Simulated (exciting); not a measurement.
# WC (F-43m) in exciting: reference runs

How does WC come out in PBEsol? The cell is run as given.

Everything below comes from runs of exciting (release sodium). Logs are shortened: lines on timing, memory, paths and dates and some standing lists are left out, and cuts for length are marked.

### Step 1. Starting point

It takes space group F-43m (No. 216, cubic). Conventional cell: a = 4.604 Å, b = 4.604 Å, c = 4.604 Å, α = 90.00°, β = 90.00°, γ = 90.00°. W (site symmetry -43m) is surrounded by 4 C at 1.99 Å. Around C (site symmetry -43m) lie 4 W at 1.99 Å.

The cell was built by a generator and needn't be a form met in nature.

### Step 2. Single point, PBEsol

The input, input.xml:

```xml
<input>
  <title>WC</title>
  <structure speciespath="./" tshift="false">
    <crystal scale="1">
      <basevect>0.000000000000 4.350355708009 4.350355708009</basevect>
      <basevect>4.350355708009 0.000000000000 4.350355708009</basevect>
      <basevect>4.350355708009 4.350355708009 0.000000000000</basevect>
    </crystal>
    <species speciesfile="W.xml" rmt="2.2">
      <atom coord="0.000000000000 0.000000000000 0.000000000000"/>
    </species>
    <species speciesfile="C.xml" rmt="1.38">
      <atom coord="0.750000000000 0.750000000000 0.750000000000"/>
    </species>
  </structure>
  <groundstate do="fromscratch" ngridk="10 10 10" rgkmax="7.5" gmaxvr="15" lmaxapw="10" lmaxmat="10" lmaxvr="8" xctype="GGA_PBE_SOL" stype="Fermi Dirac" swidth="0.00183747" nempty="14" ValenceRelativity="iora*" epsengy="1e-05" epspot="1e-05" maxscl="60" tforce="true" outputlevel="normal"/>
</input>
```

Potentials or basis: all-electron LAPW+lo, shipped species files, valence relativity iora*.

The run is started by

```
OMP_NUM_THREADS=1 exciting_smp
```

INFO.OUT:

```text
================================================================================
EXCITING SODIUM started
[... 10 lines left out ...]

 Lattice vectors (cartesian) :
      0.0000000000      4.3503557080      4.3503557080
      4.3503557080      0.0000000000      4.3503557080
      4.3503557080      4.3503557080      0.0000000000

 Reciprocal lattice vectors (cartesian) :
     -0.7221461564      0.7221461564      0.7221461564
      0.7221461564     -0.7221461564      0.7221461564
      0.7221461564      0.7221461564     -0.7221461564

 Unit cell volume                           :     164.6661386113
 Brillouin zone volume                      :       1.5063826451

 Species :    1 (W)
     parameters loaded from                 :    W.xml
     name                                   :    tungsten
     nuclear charge                         :     -74.00000000
     electronic charge                      :      74.00000000
     atomic mass                            :  335119.81910000
     muffin-tin radius                      :       2.20000000
     # of radial points in muffin-tin       :     450

     atomic positions (lattice) :
       1 :   0.00000000  0.00000000  0.00000000

 Species :    2 (C)
     parameters loaded from                 :    C.xml
     name                                   :    carbon
     nuclear charge                         :      -6.00000000
     electronic charge                      :       6.00000000
     atomic mass                            :   21894.16673000
     muffin-tin radius                      :       1.38000000
     # of radial points in muffin-tin       :     250

     atomic positions (lattice) :
       1 :   0.75000000  0.75000000  0.75000000

 Total number of atoms per unit cell        :       2

 Spin treatment                             :    spin-unpolarised

 Number of Bravais lattice symmetries       :      48
 Number of crystal symmetries               :      24

 k-point grid                               :      10   10   10
 Total number of k-points                   :      73
 k-point set is reduced with crystal symmetries

 R^MT_min * |G+k|_max (rgkmax)              :       7.50000000
 Species with R^MT_min                      :       2 (C)
 Maximum |G+k| for APW functions            :       5.43478261
 Maximum |G| for potential and density      :      15.00000000

 G-vector grid sizes                        :      30    30    30
 Total number of G-vectors                  :    9377

 Maximum angular momentum used for
     APW functions                          :      10
     computing H and O matrix elements      :      10
     potential and density                  :       8
     inner part of muffin-tin               :       2

 Total nuclear charge                       :     -80.00000000
 Total electronic charge                    :      80.00000000
 Total core charge                          :      48.00000000
 Total valence charge                       :      32.00000000

 Number of empty states                     :      14
 Total number of valence states             :      31

 Maximum Hamiltonian size                   :     490
 Maximum number of plane-waves              :     459
 Total number of local-orbitals             :      31

 Exchange-correlation type                  :      22
     PBEsol, Phys. Rev. Lett. 100, 136406 (2008)
     Generalised gradient approximation (GGA)

 Smearing scheme                            :    Fermi-Dirac
 Smearing width                             :       0.00183747

 Using multisecant Broyden potential mixing
[... 6 lines left out ...]
* Groundstate module started                                                   *
********************************************************************************
 Output level for this task is set to normal

++++++++++++++++++++++++++++++++++++++++++++++++++++++++++++++++++++++++++++++++
[... 5 lines left out ...]
+ SCF iteration number :    1                                                  +
++++++++++++++++++++++++++++++++++++++++++++++++++++++++++++++++++++++++++++++++
 Total energy                               :    -16178.74459172
 _______________________________________________________________
 Fermi energy                               :         0.49594196
 Kinetic energy                             :     18259.01815654
 Coulomb energy                             :    -34112.08448242
 Exchange energy                            :      -320.40626900
 Correlation energy                         :        -5.27199684

 DOS at Fermi energy (states/Ha/cell)       :        38.12719050

 Electron charges :
     core                                   :        48.00000000
     core leakage                           :         0.00015501
     valence                                :        32.00000000
     interstitial                           :         4.74074131
     charge in muffin-tin spheres :
                  atom     1     W          :        70.46204056
                  atom     2     C          :         4.79721813
     total charge in muffin-tins            :        75.25925869
     total charge                           :        80.00000000

++++++++++++++++++++++++++++++++++++++++++++++++++++++++++++++++++++++++++++++++
+ SCF iteration number :    2                                                  +
++++++++++++++++++++++++++++++++++++++++++++++++++++++++++++++++++++++++++++++++
 Total energy                               :    -16199.30597650
 _______________________________________________________________
 Fermi energy                               :         0.48869411
 Kinetic energy                             :     18245.39636718
 Coulomb energy                             :    -34118.81262964
 Exchange energy                            :      -320.60648735
 Correlation energy                         :        -5.28322669

 DOS at Fermi energy (states/Ha/cell)       :        24.52327218

 Electron charges :
     core                                   :        48.00000000
     core leakage                           :         0.00016007
     valence                                :        32.00000000
     interstitial                           :         4.76101877
     charge in muffin-tin spheres :
                  atom     1     W          :        70.92280596
                  atom     2     C          :         4.31617526
     total charge in muffin-tins            :        75.23898123
     total charge                           :        80.00000000
[... 499 lines left out ...]
++++++++++++++++++++++++++++++++++++++++++++++++++++++++++++++++++++++++++++++++
+ SCF iteration number :   20                                                  +
++++++++++++++++++++++++++++++++++++++++++++++++++++++++++++++++++++++++++++++++
 Total energy                               :    -16199.31270243
 _______________________________________________________________
 Fermi energy                               :         0.50684512
 Kinetic energy                             :     18244.92502476
 Coulomb energy                             :    -34118.37228450
 Exchange energy                            :      -320.57915655
 Correlation energy                         :        -5.28628614

 DOS at Fermi energy (states/Ha/cell)       :        19.09100623

 Electron charges :
     core                                   :        48.00000000
     core leakage                           :         0.00015867
     valence                                :        32.00000000
     interstitial                           :         4.78510729
     charge in muffin-tin spheres :
                  atom     1     W          :        71.05043005
                  atom     2     C          :         4.16446266
     total charge in muffin-tins            :        75.21489271
     total charge                           :        80.00000000

 RMS change in effective potential (target) :  0.431802E-06  ( 0.100000E-04)
 Absolute change in total energy   (target) :  0.957282E-05  ( 0.100000E-04)
 Charge distance                   (target) :  0.148571E-07  ( 0.100000E-04)
 Abs. change in max-nonIBS-force   (target) :   0.00000      ( 0.500000E-04)

++++++++++++++++++++++++++++++++++++++++++++++++++++++++++++++++++++++++++++++++
| Convergency criteria checked for the last 2 iterations                       +
| Convergence targets achieved. Performing final SCF iteration                 +
++++++++++++++++++++++++++++++++++++++++++++++++++++++++++++++++++++++++++++++++
 Total energy                               :    -16199.31270117
 _______________________________________________________________
 Fermi energy                               :         0.50684512
 Kinetic energy                             :     18244.92502760
 Coulomb energy                             :    -34118.37228605
 Exchange energy                            :      -320.57915658
 Correlation energy                         :        -5.28628614

 DOS at Fermi energy (states/Ha/cell)       :        19.09098960

 Electron charges :
     core                                   :        48.00000000
     core leakage                           :         0.00015867
     valence                                :        32.00000000
     interstitial                           :         4.78510735
     charge in muffin-tin spheres :
                  atom     1     W          :        71.05042989
                  atom     2     C          :         4.16446276
     total charge in muffin-tins            :        75.21489265
     total charge                           :        80.00000000

++++++++++++++++++++++++++++++++++++++++++++++++++++++++++++++++++++++++++++++++
+ Self-consistent loop stopped                                                 +
++++++++++++++++++++++++++++++++++++++++++++++++++++++++++++++++++++++++++++++++
 STATE.OUT is written

--------------------------------------------------------------------------------
- Writing atomic positions and forces                                          -
--------------------------------------------------------------------------------

 Atomic positions (lattice) :
 atom     1   W  :     0.00000000    0.00000000    0.00000000
 atom     2   C  :     0.75000000    0.75000000    0.75000000

 Total atomic forces including IBS (cartesian) :
 atom     1   W  :    -0.00000000    0.00000000    0.00000000
 atom     2   C  :     0.00000000   -0.00000000   -0.00000000

 Atomic force components including IBS (cartesian) :
 atom     1   W  :    -0.00000000    0.00000000    0.00000000   HF force
                 :    -0.00000000    0.00000000    0.00000000   core correction
                 :     0.00000000   -0.00000000   -0.00000000   IBS correction
 atom     2   C  :     0.00000000   -0.00000000   -0.00000000   HF force
                 :     0.00000000   -0.00000000   -0.00000000   core correction
                 :    -0.00000000    0.00000000    0.00000000   IBS correction

********************************************************************************
* Groundstate module stopped                                                   *
********************************************************************************

================================================================================
| EXCITING SODIUM stopped                                                      =
================================================================================
```

It took 8.3 min on 1 thread of Arm Neoverse V1, shared host; peak memory 0.13 GiB.

What came out:

* Free energy: -440805.7610 eV
* Band gap on the k mesh: none (metal or under the smearing width)
* All electrons inside the program's atomic spheres: W 71.05; C 4.16 (radii W 2.2, C 1.38 bohr)

Levels at points of the mesh, in eV from the Fermi level:
```tsv
k point	band 14	band 15	band 16	band 17	band 18	band 19
(0.00, 0.00, 0.00)	-5.99	-5.99	-0.07	-0.07	2.85	7.91
(0.50, 0.00, 0.00)	-5.25	-5.25	0.88	0.88	1.29	5.33
(0.50, 0.50, 0.00)	-2.76	-2.76	-2.26	1.67	2.00	2.95
```

Caveat: the log's total energy holds no entropy term; the free energy is that total less TS from the occupations. Spin-orbit coupling is left out, which matters for the levels of W.
